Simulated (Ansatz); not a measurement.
**BBrH2N− (SMILES [NH-]BBr): one structure at several levels**

The task here is to estimate one member of a computed series from the others.

Method: single points in def2-TZVPPD; program: Ansatz 0.2.0, Gaussian basis.

Cores are frozen in the correlated methods. Filled d shells of the heavier atoms are correlated.

1 further run of the same task is left out (it didn't finish).

## Starting geometry

SMILES `[NH-]BBr`, 5 atoms, charge -1, spin multiplicity 1.

Atoms are counted from 1 here; the program's logs count them from 0.

Bond lengths: N1–B2 1.316 Å, N1–H4 0.988 Å, B2–Br3 2.171 Å, B2–H5 1.201 Å. Angles: B2–N1–H4 124.2°, N1–B2–Br3 124.7°, N1–B2–H5 128.5°, Br3–B2–H5 106.9°.

As a file:

```
N    -0.46138   -1.01616   -0.11998
B     0.36867   -0.04440    0.19412
Br    0.02419    2.05755   -0.22496
H    -1.30488   -0.88710   -0.61791
H     1.42256   -0.11758    0.76587
```

The first run:

File run/in.yaml:

```yaml
crystal:
  periodic: [false, false, false]
  atoms:
    - {symbol: N, position_ang: [-0.461377, -1.016157, -0.119977]}
    - {symbol: B, position_ang: [0.368673, -0.044397, 0.194123]}
    - {symbol: Br, position_ang: [0.024194, 2.057549, -0.224963]}
    - {symbol: H, position_ang: [-1.304876, -0.887102, -0.617905]}
    - {symbol: H, position_ang: [1.422555, -0.117584, 0.765866]}
basis:
  gaussian: {orbitals: "def2-TZVPPD.json"}
total_charge: -1
hamiltonian: {xc: pbe, dispersion: d4}
output: {forces: true}
```

The basis file named in the input lies beside it (Basis Set Exchange, JSON).

The run is started by

```bash
$ ansatz run in.yaml --threads 2 --pin off --events-out ev --progress --plain --max-ram 3481MiB
```

Among the steps run: PBE-D4/def2-TZVPPD; r2SCAN-D4/def2-TZVPPD; PBE0-D4/def2-TZVPPD; wB97M-V/def2-TZVPPD; CCSD(T)/def2-TZVPPD.

One of the session's tables, all rows but one given; the rest of the session is left out.

```
   method  RMS force component (eV/Å)  angle to CCSD(T) forces (°)
   PBE-D4                       0.519                         18.7
r2SCAN-D4                       0.395                         24.6
  PBE0-D4                       0.365                         29.6
  wB97M-V                           ?                            ?
  CCSD(T)                       0.497                    reference
```

Estimate the missing values for wB97M-V.

**Answer.** RMS force component (eV/Å): 0.369; angle to CCSD(T) forces (°): 30.8. In the column «RMS force component (eV/Å)» it lies between PBE0-D4 (0.365) and r2SCAN-D4 (0.395).
